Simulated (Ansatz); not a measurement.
Working through relaxations under a series of pressures of Al, space group P6_3/mmc

With the Python package of Ansatz (0.2.0).

Interactive session:
```pycon
>>> from dataclasses import dataclass
>>> import ansatz as az
>>> import numpy as np
>>> @dataclass(frozen=True)
... class RunConfig:
...     width_ev: float = 0.15
...     functional: str = "lda"
...     cutoff: int = 420
...     kgrid: tuple[int, ...] = (9, 9, 3)
...
>>> cfg = RunConfig()
>>> def edges_and_angles(cell):
...     cell = np.asarray(cell)
...     a, b, c = np.linalg.norm(cell, axis=1)
...     cosines = cell[1] @ cell[2] / (b * c), cell[0] @ cell[2] / (a * c), cell[0] @ cell[1] / (a * b)
...     return (a, b, c, *np.degrees(np.arccos(cosines)))
...
>>> cell = (
...     az.Lattice.from_parameters(2.827077, 2.827077, 9.185993, alpha=90, beta=90, gamma=120)
...     .space_group(194)
...     .atom("Al", (0.0, 0.0, 0.0))
...     .atom("Al", (1 / 3, 2 / 3, 0.25))
... )
>>> calculation = (
...     cell.calculation()
...     .occupations(az.OccupationsMethod.GAUSSIAN, width=cfg.width_ev)  # the run then minimises F = E - TS
...     .functional(cfg.functional)
...     .basis(cfg.cutoff)
...     .kpoints(*cfg.kgrid)
... )
>>> # H = F + PV, with 1 GPa A^3 = 1/160.21766 eV
>>> rows = []
>>> for pressure in [0, 10, 20, 30, 40]:
...     res = calculation.relax(cell=True, pressure=pressure, force_tolerance=0.01, max_steps=100).run(threads=1)
...     cell = res.lattice.cell_ang
...     n_atoms = len(res.lattice.sites)
...     volume = abs(np.linalg.det(cell)) / n_atoms
...     enthalpy = res.report["free_energy_ev"] / n_atoms + pressure * volume / 160.21766
...     rows.append((pressure, volume, enthalpy, *edges_and_angles(cell)))
...     print(f"{pressure} GPa done: {volume:.4f} A^3/atom")
...
0 GPa done: 15.8378 A^3/atom
10 GPa done: 14.3762 A^3/atom
20 GPa done: 13.4168 A^3/atom
30 GPa done: 12.7060 A^3/atom
40 GPa done: 12.1381 A^3/atom
>>> print(" P (GPa)  V (A^3/atom)  H (eV/atom)     a       b       c")
 P (GPa)  V (A^3/atom)  H (eV/atom)     a       b       c
>>> for row in rows:
...     print("{:8.1f} {:12.4f} {:14.5f} {:7.4f} {:7.4f} {:7.4f}".format(*row[:6]))
...
     0.0      15.8378     -512.86521  2.8041  2.8041  9.3031
    10.0      14.3762     -511.92610  2.7197  2.7197  8.9770
    20.0      13.4168     -511.06049  2.6609  2.6609  8.7526
    30.0      12.7060     -510.24618  2.6141  2.6141  8.5879
    40.0      12.1381     -509.47146  2.5751  2.5751  8.4544
>>> p, v = np.array([row[0] for row in rows], float), np.array([row[1] for row in rows])
>>> print("mean bulk modulus between rows (GPa):", np.round(-np.diff(p) / np.diff(np.log(v)), 1))
mean bulk modulus between rows (GPa): [103.3 144.8 183.7 218.7]
```

The volume falls from 15.84 Å³ an atom at 0 GPa to 12.14 at 40 GPa, by 23.4 %. Between 0 and 10 GPa, -V dP/dV is about 103 GPa, a mean over that step.

What to keep in mind:
- Total energies depend on the potentials; only differences at equal settings carry meaning.
- At a fixed pressure a relaxation lowers the enthalpy F + PV, while F alone can rise.
- For a metal this k-point mesh is coarse: on a finer one energies can move by several to tens of meV an atom and pressures by half a GPa or more, differences at one mesh by less.
- This isn't the structure that Al takes at ambient conditions.
- Symmetry holds the cell in this phase, whether or not it is the stable one at each pressure.
- Wall time of the script: 50 s on 1 thread of Arm Neoverse N1, with other jobs on the host, peak memory 0.36 GiB.

(Lines on the test bed's own set-up are left out of the output.)
